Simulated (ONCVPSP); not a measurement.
# Pseudopotential generation for B: ONCV, PBE

Task: generate the file, and judge it by its errors in other configurations, its logarithmic derivatives, its ghosts and its cutoff.

The numbers are computed with ONCVPSP 4.0.1.1 (patched build) (PBE, scalar-relativistic, spin-unpolarised reference atom).

## Step 1: Starting point

Typed settings, in words:

| Quantity | Value |
| --- | --- |
| element | boron (B, Z = 5) |
| type | optimised norm-conserving Vanderbilt (ONCV) |
| frozen core | [He] |
| valence charge | 3 |
| reference configuration | 2s2 2p1 |
| partial waves | 2s: rc 1.60 bohr, ncon 5, nbas 10, qcut 3.4 1/bohr, 2 projectors, debl 3.7 Ha; 2p: rc 4.00 bohr, ncon 4, nbas 9, qcut 4.3 1/bohr, 2 projectors, debl 3.1 Ha; d scattering state at 0.05 Ha: rc 3.55 bohr, ncon 3, nbas 6, qcut 2.9 1/bohr, 2 projectors, debl 2.5 Ha |
| local potential | polynomial inside 1.40 bohr (lpopt 3, dvloc0 3 Ha) |
| core correction | polynomial model core, fcfact 0.75 |

The outer shells as boxes (Hund's rule for the drawing; the calculation is spin-unpolarised):

```
[He] core
2s [↑↓]
2p [↑ ][  ][  ]
```

The nodes and maxima of the atom's own shells, from an earlier all-electron run, set the scale for the radii.

All-electron outer shells of the reference configuration (PBE, scalar-relativistic, ld1.x):

| shell | level (eV) | outermost node (bohr) | outermost maximum (bohr) |
| --- | --- | --- | --- |
| 1s | -180.59 | – | 0.21 |
| 2s | -9.44 | 0.46 | 1.52 |
| 2p | -3.61 | – | 1.57 |

## Step 2: Generation

The input, B.dat:

```
# ATOM AND REFERENCE CONFIGURATION
# atsym  z   nc   nv     iexc    psfile
  B 5.00    1    2        4      upf
#
#   n    l    f
    1    0    2.00
    2    0    2.00
    2    1    1.00
#
# PSEUDOPOTENTIAL AND OPTIMIZATION
# lmax
    2
#
#   l,   rc,      ep,       ncon, nbas, qcut
    0    1.60    0.00    5   10    3.40
    1    4.00    0.00    4    9    4.30
    2    3.55    0.05    3    6    2.90
#
# LOCAL POTENTIAL
# lloc, lpopt,  rc(5),   dvloc0
    4    3    1.40    3.00
#
# VANDERBILT-KLEINMAN-BYLANDER PROJECTORs
# l, nproj, debl
    0    2    3.70
    1    2    3.10
    2    2    2.50
#
# MODEL CORE CHARGE
# icmod, fcfact, rcfact
    1    0.75    0.00
#
# LOG DERIVATIVE ANALYSIS
# epsh1, epsh2, depsh
   -2.00    5.00    0.02
#
# OUTPUT GRID
# rlmax, drl
    6.00    0.01
#
# TEST CONFIGURATIONS
# ncnf
    4
# nvcnf
#   n    l    f
    2
    2    0    2.00
    2    1    0.00
#
    2
    2    0    1.00
    2    1    0.00
#
    2
    2    0    2.00
    2    1    0.50
#
    2
    2    0    0.00
    2    1    3.00
#
```

Started as:

```console
$ oncvpsp.x < B.dat > B.out
```

Q: Predict the outcome of this session. Wanted: cutoffs for 1 and 0.1 mHa per electron, occupied waves; bound ghosts; GHOST(+) flags; largest test error; largest phase difference near zero energy, channels read; rms error of d²Exc/dn², without and with the model core.

**Answer**, as computed:

| quantity | value |
| --- | --- |
| cutoffs for 1 and 0.1 mHa per electron, occupied waves | 32 Ha and 105 Ha |
| bound ghosts | none found |
| GHOST(+) flags | none at low energy |
| largest test error (AE − PS) | +539 meV, for 2s1 2p0 |
| largest phase difference near zero energy, channels read | 1.893 rad |
| rms error of d²Exc/dn², without and with the model core | 1.27 and 1.33 mHa |

In words: The worst unpolarised test, 2s1 2p0, is off by 539 meV on 33.6 eV; by total energies transferability rates as poor. The potential is of middling hardness: the looser tolerance needs 32 Ha. The tighter tolerance needs 105 Ha, and converged work needs a cutoff nearer that. At the looser tolerance the 2s wave is the slowest; 2p needs 5 Ha. It is free of bound ghosts as far as tested. Of the channels read, p scatters worst near zero energy, by up to 1.89 rad. All of this concerns the isolated atom, not yet a solid.
